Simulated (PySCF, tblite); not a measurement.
**C4H7F3N2Si: geometry, infrared bands and NMR shifts**

What infrared bands and NMR shifts should C4H7F3N2Si (`C#CCN[Si@H](N)C(F)(F)F`) show?

Programs: tblite 0.8.0 and PySCF 2.14.0, with density-fitted response routines of our own. Each step states its level of theory. These are calculated values for one molecule in the gas phase, unless marked as measured. Atoms count from 0, in the outputs and in this text.

### Step 1. The molecule as given

17 atoms, charge 0, multiplicity 1; geometry from: force field or distance geometry start.

Bonds of the start (Å): C0–C1 1.20, C1–C2 1.48, C2–N3 1.44, N3–Si4 1.77, Si4–N5 1.79, Si4–C6 1.86, C6–F7 1.37, C6–F8 1.36, C6–F9 1.41, C0–H10 1.07, C2–H11 1.13, C2–H12 1.10, N3–H13 1.03, Si4–H14 1.48, N5–H15 1.04, N5–H16 1.03.

### Step 2. Relaxing the molecule with GFN2-xTB

Job settings and geometry (Å):

```
{"job": {"kind": "relax", "xc": "GFN2-xTB", "basis": "xTB"}, "charge": 0, "multiplicity": 1}
C      2.985300     0.478900    -0.815800
C      2.254600    -0.365700    -0.363700
C      1.412800    -1.428400     0.219500
N      0.387500    -0.765100     0.980100
Si    -0.639500     0.336300     0.050900
N     -0.405100     1.964500     0.746700
C     -2.417900    -0.211300     0.141000
F     -2.557800    -1.544500    -0.123200
F     -3.151600     0.482800    -0.773900
F     -2.944900     0.001400     1.429200
H      3.614200     1.231400    -1.235300
H      0.889300    -1.986000    -0.615800
H      1.999000    -2.110900     0.851700
H     -0.118200    -1.366400     1.651000
H     -0.238700     0.308800    -1.373300
H      0.209400     2.552100     0.155800
H     -1.285400     2.434200     1.013500
```

Run with:

```bash
OMP_NUM_THREADS=1 python probes_run.py task.json out
```

This one command runs all jobs of the session in turn.

**Question.** This job is followed by: GFN2-xTB harmonic vibrations, gas phase; GIAO PBE0/pcSseg-1 NMR shielding, non-relativistic, gas phase. Predict these results of the whole session: strongest single infrared mode (GFN2-xTB); zero-point energy (GFN2-xTB); ¹³C shifts against TMS (PBE0/pcSseg-1); ¹H shifts against TMS (PBE0/pcSseg-1, means over atoms taken as alike); ¹⁵N shifts against NH3 (PBE0/pcSseg-1); ²⁹Si shifts against TMS (PBE0/pcSseg-1); ¹⁹F shifts against CFCl3 (PBE0/pcSseg-1, means over atoms taken as alike).

The runs gave:

```
                                                                 quantity                                   value
                                strongest single infrared mode (GFN2-xTB)                   2206 cm⁻¹, 279 km/mol
                                             zero-point energy (GFN2-xTB)                           68.2 kcal/mol
                                   ¹³C shifts against TMS (PBE0/pcSseg-1)             137.8, 88.8, 82.6, 34.6 ppm
   ¹H shifts against TMS (PBE0/pcSseg-1, means over atoms taken as alike)  5.47, 4.30, 4.24, 1.89, 1.15, 0.70 ppm
                                   ¹⁵N shifts against NH3 (PBE0/pcSseg-1)                          30.7, 28.2 ppm
                                  ²⁹Si shifts against TMS (PBE0/pcSseg-1)                               -41.9 ppm
¹⁹F shifts against CFCl3 (PBE0/pcSseg-1, means over atoms taken as alike)                               -83.6 ppm
```

Over 110 steps the energy fell by 0.790 eV; of the close pairs, Si4–N5 changed most, 1.786 to 1.713 Å. The lowest mode is slightly imaginary (9i cm⁻¹), a soft motion within the noise of the Hessian, so the minimum is not strictly shown. The strongest single mode, at 2206 cm⁻¹, moves mainly H14. Unscaled tight-binding wavenumbers are off by several per cent, some by more. Its intensities can rank the bands wrongly. At PBE0/pcSseg-1: The largest span, 294 ppm, is at C1, where the paramagnetic term is -168 ppm.
